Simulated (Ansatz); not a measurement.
# CH₅AlCl₃N: small, medium and large basis sets

The task here is to estimate one member of a computed series from the others.

Program: Ansatz 0.2.0, Gaussian basis. Level of theory: one geometry, several basis sets. These are calculated values, not measurements.

Levels to be run: PBE0-D4/def2-SVP; ωB97M-V/def2-SVP; PBE0-D4/def2-QZVPP; ωB97M-V/def2-QZVPP; the functionals' def2-TZVPP values are taken from earlier runs.

**Structure used throughout**

An earlier PBE0-D4 in a triple-zeta def2 set relaxation fixed the geometry.

SMILES `C[NH2+][Al-]([Cl])([Cl])[Cl]`, 11 atoms, charge 0, spin multiplicity 1.

Atoms are counted from 1 here; the program's logs count them from 0.

Bond lengths: C1–N2 1.477 Å, C1–H7 1.090 Å, C1–H8 1.089 Å, C1–H9 1.089 Å, N2–Al3 1.990 Å, N2–H10 1.018 Å, N2–H11 1.018 Å, Al3–Cl4 2.114 Å, Al3–Cl5 2.114 Å, Al3–Cl6 2.114 Å. Angles: N2–C1–H7 111.3°, N2–C1–H8 108.6°, N2–C1–H9 108.6°, H7–C1–H8 109.8°, H7–C1–H9 109.8°, H8–C1–H9 108.6°, C1–N2–Al3 115.8°, C1–N2–H10 110.2°, C1–N2–H11 110.2°, Al3–N2–H10 107.1°, Al3–N2–H11 107.1°, H10–N2–H11 105.9°, N2–Al3–Cl4 102.1°, N2–Al3–Cl5 100.2°, N2–Al3–Cl6 102.1°, Cl4–Al3–Cl5 116.1°, Cl4–Al3–Cl6 116.3°, Cl5–Al3–Cl6 116.1°.

The first run:

in.yaml reads:

```yaml
crystal:
  periodic: [false, false, false]
  atoms:
    - {symbol: C, position_ang: [-0.031786, -1.108779, 0.920250]}
    - {symbol: N, position_ang: [0.643119, -0.271795, -0.092796]}
    - {symbol: Al, position_ang: [-0.422398, 1.247750, -0.810123]}
    - {symbol: Cl, position_ang: [-2.082431, 0.258742, -1.666350]}
    - {symbol: Cl, position_ang: [0.970082, 2.074166, -2.169460]}
    - {symbol: Cl, position_ang: [-0.804707, 2.380720, 0.932661]}
    - {symbol: H, position_ang: [0.615574, -1.916653, 1.262813]}
    - {symbol: H, position_ang: [-0.937611, -1.522694, 0.480356]}
    - {symbol: H, position_ang: [-0.310762, -0.477013, 1.761922]}
    - {symbol: H, position_ang: [1.501252, 0.119309, 0.289288]}
    - {symbol: H, position_ang: [0.925070, -0.840752, -0.887861]}
basis:
  gaussian: {orbitals: def2-SVP}
hamiltonian: {xc: pbe0, dispersion: d4}
output: {orbitals: {seedname: orbitals}}
```

Command:

```console
> ansatz run in.yaml --threads 4 --pin off --events-out ev --progress --plain --max-ram 11315MiB
```

Steps of the session up to this table: PBE0-D4 in def2-SVP; ωB97M-V in def2-SVP; PBE0-D4 in def2-QZVPP; ωB97M-V in def2-QZVPP.

One table of the session follows, with a row left open; its other results are not shown here.

It belongs to the step «Density functionals: the series». 

```
functional       basis  HOMO (eV)  LUMO (eV)
   PBE0-D4    def2-SVP      -8.26       0.25
   PBE0-D4  def2-TZVPP      -8.47      -0.22
   PBE0-D4  def2-QZVPP      -8.52      -0.53
   ωB97M-V    def2-SVP          ?          ?
   ωB97M-V  def2-TZVPP     -10.72       1.23
   ωB97M-V  def2-QZVPP     -10.79       0.68
```

Q: Estimate the row for ωB97M-V, def2-SVP from the others.

**Answer.** HOMO (eV): -10.44; LUMO (eV): 1.87. In the column «HOMO (eV)» it lies between ωB97M-V, def2-TZVPP (-10.72) and PBE0-D4, def2-QZVPP (-8.52).
